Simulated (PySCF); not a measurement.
# [PbCl3]−: other functionals and bases at one geometry

An exercise on one series of results from a longer session: the logs are not shown, and one member is left open.

Computed with PySCF 2.14.0. Level: several levels, as the steps say, no spin–orbit coupling.

2 further runs of the same task are left out: 2 for a known fault of the program.

## Starting geometry

4 atoms, charge -1, spin multiplicity 1.

Bond lengths: Pb1–Cl2 2.616 Å, Pb1–Cl3 2.616 Å, Pb1–Cl4 2.616 Å. Angles: Cl2–Pb1–Cl3 101.9°, Cl2–Pb1–Cl4 101.9°, Cl3–Pb1–Cl4 101.9°.

As a file:

```
Pb    0.0000    0.0000    0.5001
Cl    2.3462    0.0000   -0.6576
Cl   -1.1731    2.0319   -0.6576
Cl   -1.1731   -2.0319   -0.6576
```

Formal oxidation states: Pb +2. An earlier session relaxed this geometry at PBE, Pb def2-SVP with ECP60, Cl def2-SVP (singlet, point group C3v).

At PBE on the finer grid: E = -1572.747677 Eh, HOMO -1.50 eV, LUMO 2.61 eV, Mulliken charge on Pb1 +0.42 e, largest force component 0.014 eV/Å. 

Levels to run: TPSS; B3LYP; HF; revPBE; PBE, TZVP; PBE, x2c-SVP. Hardware: 2 threads of Arm Neoverse V1, shared host.

Set-up of the first run:

run.py (the lines that set the calculation)

```python
mol = gto.M(atom='''
Pb     0.00000     0.00000     0.50015
Cl     2.34625    -0.00003    -0.65762
Cl    -1.17309     2.03193    -0.65762
Cl    -1.17315    -2.03189    -0.65762''',
    basis={'Pb': 'def2-SVP', 'Cl': 'def2-SVP'},
    ecp={'Pb': 'def2-SVP'},
    charge=-1, spin=0)
mf = dft.RKS(mol, xc='TPSS')
mf.grids.atom_grid = (75, 302)
mf = mf.density_fit()  # fitting sets: Pb def2-universal-JKFIT, Cl def2-universal-JKFIT
mf.conv_tol = 1e-08; mf.max_cycle = 55
mf.kernel(dm0)  # dm0: the density of the relaxed state
```

Started as:

```bash
$ OMP_NUM_THREADS=2 python run.py
```

Among the steps run: TPSS; B3LYP; HF; revPBE; PBE, TZVP; PBE, x2c-SVP.

One table of the session follows, with a row left open; its other results are not shown here.

| level | HOMO (eV) | gap (eV) | charge on Pb1 (e) | dipole (D) | largest force component (eV/Å) |
| --- | --- | --- | --- | --- | --- |
| PBE (relaxed here) | -1.50 | 4.11 | 0.42 | 4.98 | 0.01 |
| TPSS | -1.66 | 4.30 | 0.50 | 5.18 | 0.02 |
| B3LYP | -2.38 | 5.45 | 0.50 | 5.21 | 0.07 |
| HF | -5.10 | 11.14 | 0.81 | 5.91 | 0.19 |
| revPBE | -1.47 | 4.16 | 0.46 | 5.08 | 0.19 |
| PBE, TZVP | -2.07 | 4.13 | 0.68 | 5.50 | 0.08 |
| PBE, x2c-SVP | ? | ? | ? | ? | ? |

**Question.** Estimate the row for PBE, x2c-SVP.

The run gave: HOMO (eV): -1.49; gap (eV): 4.11; charge on Pb1 (e): 0.45; dipole (D): 4.97; largest force component (eV/Å): 0.56. In the column «HOMO (eV)» it lies between PBE (relaxed here) (-1.50) and revPBE (-1.47).

The dipole of a charged species depends on the origin, so these sizes hold for this origin alone.

In one basis the HOMO–LUMO gap runs from 4.11 eV (PBE) to 11.14 eV (HF). The largest leftover force, 0.56 eV/Å with PBE, x2c-SVP, stands at a geometry relaxed at another level. Total energies of different levels can't be compared.
